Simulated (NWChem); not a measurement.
# A workflow on the pair SnH3Cl···HF

We compute a single-point energy (singlet SnH4ClF, CCSD(T)/3-21G), then the energy (singlet SnH3Cl, CCSD(T)/3-21G), then a single-point energy (singlet HF, CCSD(T)/3-21G), then the energy (singlet SnH3Cl, CCSD(T)/3-21G), then the energy (singlet HF, CCSD(T)/3-21G) of ClFH4Sn and its partners. 

The results are computed with NWChem 7.3.0.

**1. Starting point**

SnH4ClF: 7 atoms, total charge 0, spin state singlet. The two molecules were placed rigidly side by side, at 0.8 times their contact distance; the pair isn't optimised.

Bond lengths: Cl1–Sn2 2.334 Å, Sn2–H3 1.700 Å, Sn2–H4 1.700 Å, Sn2–H5 1.700 Å, F6–H7 0.920 Å. Angles: Cl1–Sn2–H3 106.1°, Cl1–Sn2–H4 106.1°, Cl1–Sn2–H5 106.1°, H3–Sn2–H4 112.7°, H3–Sn2–H5 112.7°, H4–Sn2–H5 112.7°.

**2. The energy at CCSD(T)/3-21G (run 1)**

The input, calc.nw:

```
start calc
title "ClFH4Sn"
memory 2200 mb

geometry noautosym nocenter noautoz
   Cl      -1.849380       0.347100       1.038200
   Sn       0.158920      -0.029800      -0.089200
   H       -0.130480       0.377600      -1.714100
   H        0.512720      -1.679500       0.119400
   H        1.308220       0.984600       0.645700
   F        2.872380      -0.103480      -1.309050
   H        2.335400       0.569060      -1.634120
end

basis "ao basis" spherical bse
   * library 3-21G
end

scf
   thresh 1e-08
   maxiter 80
   print low
end

ccsd
   freeze core 24
   maxiter 60
end

task ccsd(t)
```

Started as:

```console
$ nwchem calc.nw > calc.out
```

Output:

```text
[...]
  functions       =    61
[...]
  wavefunction    = RHF
[...]
         Total SCF energy =  -6554.798848038660
      One-electron energy =  -9775.555409215671
      Two-electron energy =   2855.098166712828
 Nuclear repulsion energy =    365.658394464183
        Time for solution =      6.4s
[...]
 Total MP2 energy:          -6555.020944211399183
[...]
             energy      energy      error      ampl     ampl      Block
                                                time     time      time
[...]
 Total CCSD energy:          -6555.048449680426529
[...]
 Total CCSD+T(CCSD) energy:          -6555.051136151390892
[...]
 Total CCSD(T) energy:               -6555.050883911506389
[...]
```

Wall time 45 s (1 thread of AMD EPYC 7R43 (Zen 3), shared host); peak memory 0.15 GiB.

**3. SnH3Cl: a single-point energy at CCSD(T)/3-21G (run 2)**

The input, a.nw:

```
start a
title "ClH3Sn"
memory stack 880 mb heap 220 mb global 1100 mb

geometry units au noautosym nocenter noautoz
  Cl -3.49482170  0.65592394  1.96191366
  Sn  0.30031528 -0.05631384 -0.16856357
  H  -0.24657146  0.71356058 -3.23917955
  H   0.96890038 -3.17379503  0.22563330
  H   2.47217751  1.86062434  1.22019616
end

basis spherical bse
  * library 3-21G
end

scf
  thresh 1e-08
  maxiter 80
  print low
end

ccsd
  freeze core 23
  maxiter 60
end

task ccsd(t) energy
```

Started as:

```console
$ nwchem a.nw > a.out
```

Output:

```text
[...]
  functions       =    50
[...]
  wavefunction    = RHF
[...]
         Total SCF energy =  -6455.334603866708
      One-electron energy =  -9401.836758386282
      Two-electron energy =   2698.195149540516
 Nuclear repulsion energy =    248.307004979058
        Time for solution =      3.9s
[...]
 Total MP2 energy:          -6455.431935872549730
[...]
             energy      energy      error      ampl     ampl      Block
                                                time     time      time
[...]
 Total CCSD energy:          -6455.456482702447829
[...]
 Total CCSD+T(CCSD) energy:          -6455.458261873031915
[...]
 Total CCSD(T) energy:               -6455.458113052461158
[...]
```

It took 23 s on 1 thread of AMD EPYC 7R43 (Zen 3), shared host; peak memory 0.11 GiB.

**4. HF: a single-point energy at CCSD(T)/3-21G (run 3)**

The input, m1.nw:

```
start m1
title "FH energy"
memory stack 880 mb heap 220 mb global 1100 mb
geometry noautosym nocenter noautoz
  F     2.872380   -0.103480   -1.309050
  H     2.335400    0.569060   -1.634120
end
basis spherical bse
  * library 3-21G
end
scf
  thresh 1e-08
  maxiter 80
  print low
end
ccsd
  freeze core 1
  maxiter 60
end
task ccsd(t) energy
```

Started as:

```console
$ nwchem m1.nw > m1.out
```

Output:

```text
[...]
  functions       =    11
[...]
  wavefunction    = RHF
[...]
         Total SCF energy =    -99.459879567258
      One-electron energy =   -150.134413871025
      Two-electron energy =     45.497580384863
 Nuclear repulsion energy =      5.176953918903
        Time for solution =      0.0s
[...]
 Total MP2 energy:            -99.580512924273094
[...]
             energy      energy      error      ampl     ampl      Block
                                                time     time      time
[...]
 Total CCSD energy:            -99.584236644618628
[...]
 Total CCSD+T(CCSD) energy:            -99.584829924076857
[...]
 Total CCSD(T) energy:                 -99.584791657753954
[...]
```

Wall time 0.83 s (1 thread of AMD EPYC 7R43 (Zen 3), shared host); peak memory 0.096 GiB.

**5. SnH3Cl among ghost functions: a single-point energy at CCSD(T)/3-21G (with ghost functions) (run 4)**

The input, clh3sn.nw:

```
START clh3sn
memory total 2200 mb
charge 0

GEOMETRY noautosym nocenter noautoz
   Cl   -1.849380    0.347100    1.038200
   Sn    0.158920   -0.029800   -0.089200
   H    -0.130480    0.377600   -1.714100
   H     0.512720   -1.679500    0.119400
   H     1.308220    0.984600    0.645700
   bqF      2.872380    -0.103480    -1.309050
   bqH      2.335400     0.569060    -1.634120
END

BASIS spherical bse
   Cl library 3-21G
   Sn library 3-21G
   H library 3-21G
   bqF library F 3-21G
   bqH library H 3-21G
END

SCF
   thresh 1e-08
   maxiter 80
   noprint "final vectors analysis"
END

CCSD
   freeze core 23
   maxiter 60
END

TASK ccsd(t)
```

Started as:

```console
$ nwchem clh3sn.nw > clh3sn.out
```

Output:

```text
[...]
  functions       =    61
[...]
  wavefunction    = RHF
[...]
         Total SCF energy =  -6455.335626577673
      One-electron energy =  -9401.824179043395
      Two-electron energy =   2698.181529511270
 Nuclear repulsion energy =    248.307022954452
        Time for solution =      5.3s
[...]
 Total MP2 energy:          -6455.433301199218477
[...]
             energy      energy      error      ampl     ampl      Block
                                                time     time      time
[...]
 Total CCSD energy:          -6455.457884900578392
[...]
 Total CCSD+T(CCSD) energy:          -6455.459688043986716
[...]
 Total CCSD(T) energy:               -6455.459536921140170
[...]
```

Wall time 41 s (1 thread of AMD EPYC 7R43 (Zen 3), shared host); peak memory 0.13 GiB.

**6. HF among ghost functions: the energy at CCSD(T)/3-21G (with ghost functions) (run 5)**

The input, calc.nw:

```
start calc
memory 2200 mb

geometry units angstroms noautosym nocenter noautoz
F     2.872380   -0.103480   -1.309050
H     2.335400    0.569060   -1.634120
bqCl    -1.849380     0.347100     1.038200
bqSn     0.158920    -0.029800    -0.089200
bqH     -0.130480     0.377600    -1.714100
bqH      0.512720    -1.679500     0.119400
bqH      1.308220     0.984600     0.645700
end

basis spherical bse
F library 3-21G
H library 3-21G
bqCl library Cl 3-21G
bqSn library Sn 3-21G
bqH library H 3-21G
end

scf
thresh 1e-08
maxiter 80
noprint "final vectors analysis"
end

ccsd
freeze core 1
maxiter 60
end

task ccsd(t) energy
```

Started as:

```console
$ nwchem calc.nw > calc.out
```

Output:

```text
[...]
  functions       =    61
[...]
  wavefunction    = RHF
[...]
         Total SCF energy =    -99.470689922019
      One-electron energy =   -149.999131344320
      Two-electron energy =     45.351487503398
 Nuclear repulsion energy =      5.176953918903
        Time for solution =      4.6s
[...]
 Total MP2 energy:            -99.595067232513273
[...]
             energy      energy      error      ampl     ampl      Block
                                                time     time      time
[...]
 Total CCSD energy:            -99.598227518988509
[...]
 Total CCSD+T(CCSD) energy:            -99.599045705051367
[...]
 Total CCSD(T) energy:                 -99.598937450701499
[...]
```

Wall time 35 s (1 thread of AMD EPYC 7R43 (Zen 3), shared host); peak memory 0.11 GiB.

**7. Summary of results**

| quantity | value |
| --- | --- |
| run 1, CCSD(T)/3-21G: total energy | -6555.05088 Eh |
| run 1, CCSD(T)/3-21G: correlation energy (24 core orbitals frozen) | -252.0 mEh |
| run 1, CCSD(T)/3-21G: (T) correction | -2.43 mEh |
| SnH3Cl: total energy | -6455.45811 Eh |
| SnH3Cl: correlation energy (23 core orbitals frozen) | -123.5 mEh |
| SnH3Cl: (T) correction | -1.63 mEh |
| HF: total energy | -99.58479 Eh |
| HF: correlation energy (1 core orbital frozen) | -124.9 mEh |
| HF: (T) correction | -0.56 mEh |
| SnH3Cl among ghost functions: total energy | -6455.45954 Eh |
| SnH3Cl among ghost functions: correlation energy (23 core orbitals frozen) | -123.9 mEh |
| SnH3Cl among ghost functions: (T) correction | -1.65 mEh |
| HF among ghost functions: total energy | -99.59894 Eh |
| HF among ghost functions: correlation energy (1 core orbital frozen) | -128.2 mEh |
| HF among ghost functions: (T) correction | -0.71 mEh |
| interaction energy of the rigid parts SnH3Cl and HF (parts in their own basis; closest atoms 2.47 Å apart) | -0.217 eV |
| interaction energy of the rigid parts SnH3Cl and HF (parts in the whole basis, counterpoise; closest atoms 2.47 Å apart) | 0.207 eV |

What this shows: The interaction energy of the rigid parts SnH3Cl and HF (parts in their own basis; closest atoms 2.47 Å apart) is −0.22 eV (−5.0 kcal/mol). Without counterpoise this holds the superposition error of the basis. The interaction energy of the rigid parts SnH3Cl and HF (parts in the whole basis, counterpoise; closest atoms 2.47 Å apart) is 0.21 eV (4.8 kcal/mol): the parts repel at this shape. The basis-set superposition error is 40.9 kJ/mol. It is larger than the uncorrected attraction, which is thus an artefact of the basis. The triples (run 1, CCSD(T)/3-21G) make up 1.0 % of the correlation energy. Relativity is left out (run 1, CCSD(T)/3-21G) although the molecule holds a heavy atom. The triples (SnH3Cl) make up 1.3 % of the correlation energy.
